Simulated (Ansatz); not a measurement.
# PbO: the cost of one run

Method: DFT PBE0, scalar-relativistic, plane waves, PAW, in Ansatz 0.2.0.

The COD entry's cell or inner coordinates are ideal or old and differ from later refinements, so a difference from it is no clean test against experiment.

## Step 1: The starting structure

Symmetry: P4/nmm, No. 129, tetragonal system. The conventional cell has a = 3.990 Å, b = 3.990 Å, c = 5.010 Å, α = 90.00°, β = 90.00°, γ = 90.00°. Around Pb (site symmetry 4mm) lie 4 O at 2.33 Å. O (site symmetry -4m2) has 4 Pb at 2.33 Å as nearest neighbours.

Coordinates:

```
CELL_PARAMETERS angstrom
3.99000 0.00000 0.00000
0.00000 3.99000 0.00000
0.00000 0.00000 5.01000
ATOMIC_POSITIONS crystal
Pb 0.00000 0.50000 0.24000
Pb 0.50000 0.00000 0.76000
O 0.00000 0.00000 0.00000
O 0.50000 0.50000 0.00000
```

The structure rests on an entry of the Crystallography Open Database; cell or positions may have been set otherwise for this series.

## Step 2: Single point: PbO, no spin

File input.yaml:

```yaml
crystal:
  lattice:
    - [3.99, 0.0, 0.0]
    - [0.0, 3.99, 0.0]
    - [0.0, 0.0, 5.01]
  atoms:
    - { symbol: Pb, position: [0.0, 0.5, 0.24] }
    - { symbol: Pb, position: [0.5, 0.0, 0.76] }
    - { symbol: O, position: [0.0, 0.0, 0.0] }
    - { symbol: O, position: [0.5, 0.5, 0.0] }
scf:
  occupations: { method: fixed }
output:
  write_density: true
  write_potential: true
  elf: true
  volumetric_format: npy
hamiltonian:
  xc: pbe0
kpoints:
  mp_grid: { grid: [8, 8, 6] }
```

The run is started by

```
ansatz run input.yaml --threads 8 --pin off --max-ram 16384MiB --backend cpu --events-out ev --progress --plain --runs-dir out
```

What time and memory should one allow on 8 threads of Arm Neoverse N1, shared host?

About 30 s, with a peak of 5.7 GiB.
